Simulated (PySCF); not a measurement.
# PrF3(H2O): other functionals and bases at one geometry

Aim: see how levels, charges and forces of PrF3(H2O) depend on the level of theory. It is a constructed species; whether it can be made isn't addressed.

Computed with PySCF 2.14.0. Level: several levels, as the steps say, no spin–orbit coupling.

1 further run of the same task is left out (for a known fault of the program).

**1. The system as given**

7 atoms, charge 0, spin multiplicity 1.

Bond lengths: Pr1–F2 2.111 Å, Pr1–F3 2.108 Å, Pr1–F4 2.111 Å, Pr1–O5 2.549 Å, O5–H6 0.965 Å, O5–H7 0.965 Å. Angles: F2–Pr1–F3 115.8°, F2–Pr1–F4 118.0°, F2–Pr1–O5 100.3°, F3–Pr1–F4 115.8°, F3–Pr1–O5 102.1°, F4–Pr1–O5 100.3°, Pr1–O5–H6 126.8°, Pr1–O5–H7 126.8°, H6–O5–H7 106.3°.

Coordinates:

```mol
F3H2OPr
  3D, bonds by distance, orders not assigned

  7  6  0  0  0  0  0  0  0  0999 V2000
    0.0960   -0.0970    0.0970 Pr  0  0
    1.1480    1.3780    1.1810 F   0  0
   -1.3385   -1.1891    1.1891 F   0  0
    1.1480   -1.1810   -1.3780 F   0  0
   -1.3649    1.3798   -1.3798 O   0  0
   -1.7021    2.2587   -1.1662 H   0  0
   -1.7021    1.1662   -2.2587 H   0  0
  1  2  8  0
  1  3  8  0
  1  4  8  0
  1  5  8  0
  5  6  8  0
  5  7  8  0
M  END
```

Formal oxidation states: Pr +3. Each metal's 2 4f electrons lie in its core potential, so multiplicities, spins and levels count the valence alone. An earlier session relaxed this geometry at PBE0, Pr lcecp-1-SVP with ECP48, F def2-SVP, O def2-SVP, H def2-SVP (singlet, point group Cs).

At PBE0 on the finer grid: E = -408.444980 Eh, HOMO -9.15 eV, LUMO -1.10 eV, Mulliken charge on Pr1 +1.25 e, largest force component 0.005 eV/Å. 

Levels to run: BP86; r2SCAN; PBE0, TZVP. Hardware: 2 threads of Arm Neoverse V1, shared host.

**2. BP86**

Contents of run.py (the lines that set the calculation):

```python
mol = gto.M(atom='''
Pr     0.09599    -0.09705     0.09705
F      1.14803     1.37805     1.18104
F     -1.33852    -1.18913     1.18913
F      1.14803    -1.18104    -1.37805
O     -1.36488     1.37976    -1.37976
H     -1.70208     2.25868    -1.16623
H     -1.70208     1.16623    -2.25868''',
    basis={'Pr': 'lcecp-1-SVP', 'F': 'def2-SVP', 'O': 'def2-SVP', 'H': 'def2-SVP'},
    ecp={'Pr': 'lcecp-1-SVP'},
    charge=0, spin=0)
mf = dft.RKS(mol, xc='B88,P86')
mf.grids.atom_grid = (75, 302)  # f atoms: unpruned, at least (60, 302)
mf = mf.density_fit()  # fitting sets: Pr AutoAux, F def2-universal-JKFIT, O def2-universal-JKFIT, H def2-universal-JKFIT
mf.conv_tol = 1e-08; mf.max_cycle = 55
mf.kernel(dm0)  # dm0: the density of the relaxed state
```

Run with:

```bash
$ OMP_NUM_THREADS=2 python run.py
```

**3. r2SCAN**

Changes to run.py (the lines that set the calculation) since step 2:

```diff
@@ -11,3 +11,3 @@
     charge=0, spin=0)
-mf = dft.RKS(mol, xc='B88,P86')
+mf = dft.RKS(mol, xc='R2SCAN')
 mf.grids.atom_grid = (75, 302)  # f atoms: unpruned, at least (60, 302)
```

**4. PBE0, TZVP**

Basis: Pr lcecp-1-TZVP with ECP48, F def2-TZVP, O def2-TZVP, H def2-TZVP. 

Contents of run.py (the lines that set the calculation):

```python
mol = gto.M(atom='''
Pr     0.09599    -0.09705     0.09705
F      1.14803     1.37805     1.18104
F     -1.33852    -1.18913     1.18913
F      1.14803    -1.18104    -1.37805
O     -1.36488     1.37976    -1.37976
H     -1.70208     2.25868    -1.16623
H     -1.70208     1.16623    -2.25868''',
    basis={'Pr': 'lcecp-1-TZVP', 'F': 'def2-TZVP', 'O': 'def2-TZVP', 'H': 'def2-TZVP'},
    ecp={'Pr': 'lcecp-1-TZVP'},
    charge=0, spin=0)
mf = dft.RKS(mol, xc='PBE0')
mf.grids.atom_grid = (75, 302)  # f atoms: unpruned, at least (60, 302)
mf = mf.density_fit()  # fitting sets: Pr AutoAux, F def2-universal-JKFIT, O def2-universal-JKFIT, H def2-universal-JKFIT
mf.conv_tol = 1e-08; mf.max_cycle = 55
mf.kernel(dm0)  # dm0: free metal ions and neutral atoms
```

**Question.** What will these runs give? Wanted: for each run, HOMO; gap; charge on Pr1; dipole; largest force.

The runs gave:

| level | state | HOMO (eV) | gap (eV) | charge on Pr1 (e) | dipole (D) | largest force (eV/Å) | basis functions | time |
| --- | --- | --- | --- | --- | --- | --- | --- | --- |
| PBE0 (relaxed here) | singlet | -9.15 | 8.05 | 1.25 | 6.86 | 0.00 | 99 | 13 s |
| BP86 | singlet | -7.32 | 5.59 | 1.04 | 6.67 | 0.52 | 99 | 5.7 s |
| r2SCAN | singlet | -7.66 | 6.48 | 1.21 | 6.79 | 0.11 | 99 | 7.1 s |
| PBE0, TZVP | singlet | -9.38 | 8.00 | 1.65 | 6.87 | 0.23 | 183 | 14 s |

Times are on 2 threads of Arm Neoverse V1, shared host; the first row also made further properties.

In one basis the HOMO–LUMO gap runs from 5.59 eV (BP86) to 8.05 eV (PBE0). The largest leftover force, 0.52 eV/Å with BP86, stands at a geometry relaxed at another level. The Mulliken charge on Pr spans +1.04 to +1.65 e over the levels. With 4f in the core, its levels are missing from HOMO and gap. Total energies of different levels can't be compared. Spin–orbit coupling is left out throughout.
